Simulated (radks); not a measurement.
# Excited configurations of Kr³⁺

An exercise on one series of results from a longer session: the logs are not shown, and one member is left open.

The numbers are computed with radks (a radial shooting solver on a logarithmic mesh, Libxc functionals) version 1 (scalar-relativistic Kohn-Sham, BLYP, spin-unpolarised, spherical densities, point nucleus), except any that are marked as measured or tabulated.

## Starting point

- element: krypton (Z = 36)
- charge: +3
- electrons: 33
- configuration: [Ar] 3d10 4s2 4p3

Outer shells as boxes (Hund's rule):

Kr³⁺
```
[Ar] core
3d [↑↓][↑↓][↑↓][↑↓][↑↓]
4s [↑↓]
4p [↑ ][↑ ][↑ ]
```

The first run:

Settings of this run:

```text
Z 36
configuration [Ar] 3d10 4s2 4p3
relativity scalar-relativistic
functional b88,lyp
spin unpolarised
nucleus point
c 137.035999084
```

Steps of the session up to this table: Ground configuration: [Ar] 3d10 4s2 4p3.

One table of the session follows, with a row left open; its other results are not shown here.

It belongs to the step «Ground configuration: [Ar] 3d10 4s2 4p3». Radial moments (bohr):

```
level      <r>  outermost maximum (interpolated)  90 % within  nodes
   1s  0.04148                            0.0271       0.0742      0
   2s   0.1835                             0.154        0.284      1
   2p   0.1601                             0.123        0.261      0
   3s        ?                                 ?            ?      ?
   3p   0.5402                             0.463        0.823      1
   3d   0.5537                             0.410        0.906      0
   4s    1.464                              1.30         2.14      3
   4p    1.666                              1.45         2.47      2
```

**Question.** Estimate the row for 3s.

The run gave: <r>: 0.5302; outermost maximum (interpolated): 0.467; 90 % within: 0.788; nodes: 2. In the column «<r>» it lies between 2s (0.1835) and 3p (0.5402).

To keep in mind: Spin polarisation and multiplet splitting are left out, so open shells lie too high by an amount that depends on their filling.
